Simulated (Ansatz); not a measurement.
# H4SSeSi: the cost of one run

Method: RKS PBE-D4/def2-mTZVP, in Ansatz 0.2.0.

1 further run of the same task is left out (it didn't finish).

## Step 1: The system as given

Bond lengths: S1–Si2 2.099 Å, Si2–Se3 2.264 Å, S1–H4 1.421 Å, Si2–H5 1.478 Å, Si2–H6 1.474 Å, Se3–H7 1.592 Å. Angles: S1–Si2–Se3 107.5°, S1–Si2–H5 110.2°, S1–Si2–H6 110.1°, Se3–Si2–H5 109.2°, Se3–Si2–H6 110.4°, H5–Si2–H6 109.4°, Si2–S1–H4 91.4°, Si2–Se3–H7 90.8°.

As a file:

```xyz
7

S    -2.0511    0.0655   -0.4497
Si   -0.1100    0.3562    0.2936
Se    1.0413   -1.5636   -0.0419
H    -1.5541   -0.1366   -1.7657
H     0.5559    1.4560   -0.4355
H    -0.1610    0.6810    1.7303
H     2.3403   -0.9265    0.6231
```

## Step 2: Relaxing end A

input.yaml reads:

```yaml
crystal:
  periodic: [false, false, false]
  atoms:
    - { symbol: S, position_ang: [-2.0511, 0.0655, -0.4497] }
    - { symbol: Si, position_ang: [-0.11, 0.3562, 0.2936] }
    - { symbol: Se, position_ang: [1.0413, -1.5636, -0.0419] }
    - { symbol: H, position_ang: [-1.5541, -0.1366, -1.7657] }
    - { symbol: H, position_ang: [0.5559, 1.456, -0.4355] }
    - { symbol: H, position_ang: [-0.161, 0.681, 1.7303] }
    - { symbol: H, position_ang: [2.3403, -0.9265, 0.6231] }
basis:
  gaussian: { orbitals: def2-mTZVP }
hamiltonian:
  xc: pbe
  dispersion: d4
relax:
  f_tol: 0.02
  max_steps: 50
```

Launch:

```console
$ ansatz run input.yaml --threads 2 --pin off --max-ram 3072MiB --backend cpu --events-out ev --progress --plain --runs-dir out
```

What time and memory should one allow on 2 threads of Intel Xeon at 2.80GHz (Skylake/Cascade Lake), shared host?

About 13 s, with a peak of 0.15 GiB.
